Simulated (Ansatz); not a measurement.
# GaH₉OSi₂: how energies converge with the basis set

One table from this session's results is given with a row withheld; the runs are named, their logs left out.

Computed with Ansatz 0.2.0, Gaussian basis. Level: one geometry, several basis sets.

Plan: PBE0-D4/def2-SVP; ωB97M-V/def2-SVP; PBE0-D4/def2-QZVPP; ωB97M-V/def2-QZVPP; the functionals' def2-TZVPP values are taken from earlier runs.

## The relaxed structure

An earlier PBE0-D4 in a triple-zeta def2 set relaxation fixed the geometry.

13 atoms, charge 0, spin multiplicity 1.

Atoms are counted from 1 here; the program's logs count them from 0.

Bond lengths: Si1–O2 1.676 Å, Si1–H5 1.477 Å, Si1–H6 1.484 Å, Si1–H7 1.479 Å, O2–Si3 1.676 Å, O2–Ga4 2.205 Å, Si3–H8 1.477 Å, Si3–H9 1.484 Å, Si3–H10 1.479 Å, Ga4–H11 1.572 Å, Ga4–H12 1.578 Å, Ga4–H13 1.578 Å. Angles: O2–Si1–H5 107.5°, O2–Si1–H6 107.0°, O2–Si1–H7 109.3°, H5–Si1–H6 111.1°, H5–Si1–H7 111.6°, H6–Si1–H7 110.2°, Si1–O2–Si3 132.8°, Si1–O2–Ga4 113.2°, Si3–O2–Ga4 113.1°, O2–Si3–H8 107.6°, O2–Si3–H9 106.8°, O2–Si3–H10 109.4°, H8–Si3–H9 111.0°, H8–Si3–H10 111.6°, H9–Si3–H10 110.2°, O2–Ga4–H11 98.6°, O2–Ga4–H12 93.6°, O2–Ga4–H13 93.8° and more.

The first run:

File in.yaml:

```yaml
crystal:
  periodic: [false, false, false]
  atoms:
    - {symbol: Si, position_ang: [-0.302849, 1.543860, -0.801657]}
    - {symbol: O, position_ang: [-0.064933, 0.179050, 0.141232]}
    - {symbol: Si, position_ang: [0.577924, -0.048969, 1.672170]}
    - {symbol: Ga, position_ang: [-0.323446, -1.703183, -0.977162]}
    - {symbol: H, position_ang: [-1.539373, 1.333407, -1.582072]}
    - {symbol: H, position_ang: [-0.446619, 2.692526, 0.127043]}
    - {symbol: H, position_ang: [0.869809, 1.741844, -1.681758]}
    - {symbol: H, position_ang: [-0.188198, -1.132437, 2.321330]}
    - {symbol: H, position_ang: [0.412556, 1.232213, 2.403244]}
    - {symbol: H, position_ang: [2.012765, -0.389390, 1.555794]}
    - {symbol: H, position_ang: [-1.840039, -1.961141, -0.655681]}
    - {symbol: H, position_ang: [0.781064, -2.464703, -0.145795]}
    - {symbol: H, position_ang: [0.071941, -1.057774, -2.361888]}
basis:
  gaussian: {orbitals: def2-SVP}
hamiltonian: {xc: pbe0, dispersion: d4}
output: {orbitals: {seedname: orbitals}}
```

The run is started by

```sh
> ansatz run in.yaml --threads 4 --pin off --events-out ev --progress --plain --max-ram 10444MiB
```

Steps of the session up to this table: PBE0-D4 in def2-SVP; ωB97M-V in def2-SVP; PBE0-D4 in def2-QZVPP; ωB97M-V in def2-QZVPP.

One table of the session follows, with a row left open; its other results are not shown here.

It belongs to the step «Functionals by basis». 

| functional | basis | HOMO (eV) |
| --- | --- | --- |
| PBE0-D4 | def2-SVP | -7.85 |
| PBE0-D4 | def2-TZVPP | -7.93 |
| PBE0-D4 | def2-QZVPP | -7.93 |
| ωB97M-V | def2-SVP | ? |
| ωB97M-V | def2-TZVPP | -10.19 |
| ωB97M-V | def2-QZVPP | -10.19 |

Q: Estimate the row for ωB97M-V, def2-SVP from the others.

The run gave: HOMO (eV): -10.05. In the column «HOMO (eV)» it lies between ωB97M-V, def2-QZVPP (-10.19) and PBE0-D4, def2-TZVPP (-7.93).
